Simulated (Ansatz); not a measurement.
# NiO: the cost of one run

Program: Ansatz 0.2.0. Level of theory: DFT PBE+U (U_eff = 6.2 eV on Ni 3d), scalar-relativistic, plane waves, PAW. These are calculated values, not measurements.

## Step 1: The starting structure

The structure is cubic, space group Fm-3m (No. 225). Conventional cell: a = 4.172 Å, b = 4.172 Å, c = 4.172 Å, α = 90.00°, β = 90.00°, γ = 90.00°. Ni (site symmetry m-3m) has 6 O at 2.09 Å as nearest neighbours. Around O (site symmetry m-3m) lie 6 Ni at 2.09 Å.

Structure file:

```xyz
2
Lattice="0.0000 2.0859 2.0859 2.0859 0.0000 2.0859 2.0859 2.0859 0.0000" Properties=species:S:1:pos:R:3 pbc="T T T"
Ni    0.0000    0.0000    0.0000
O     2.0859    2.0859    2.0859
```

The moments start at Ni 2.00 μB.

## Step 2: First run, at the start cell

The input, input.yaml:

```yaml
crystal:
  lattice:
    - [0.0, 2.0859016414, 2.0859016414]
    - [2.0859016414, 0.0, 2.0859016414]
    - [2.0859016414, 2.0859016414, 0.0]
  atoms:
    - { symbol: Ni, position: [0.0, 0.0, 0.0], spin: 2.0 }
    - { symbol: O, position: [0.5, 0.5, 0.5] }
basis:
  ecutwfc: 420
  ecutrho_ratio: 4
kpoints:
  mp_grid: { grid: [6, 6, 6] }
hamiltonian:
  xc: pbe
  hubbard: { sites: [{ species: Ni, l: d, u_eff: 6.2 }] }
scf:
  occupations: { method: gaussian, width: 0.05 }
output:
  forces: true
  stress: true
  eigenvalues: true
  populations: true
  hubbard: { sites: [{ species: Ni, l: d }] }
magnetization:
  spin_polarized: true
```

On the command line:

```console
> ansatz run input.yaml --threads 2 --pin off --max-ram 5120MiB --backend cpu --events-out ev --progress --plain --runs-dir out
```

Q: Estimate wall time and peak memory on 2 threads of Intel Xeon Platinum 8259CL at 2.50GHz (Skylake/Cascade Lake), shared host.

About 3 s, with a peak of 0.36 GiB.
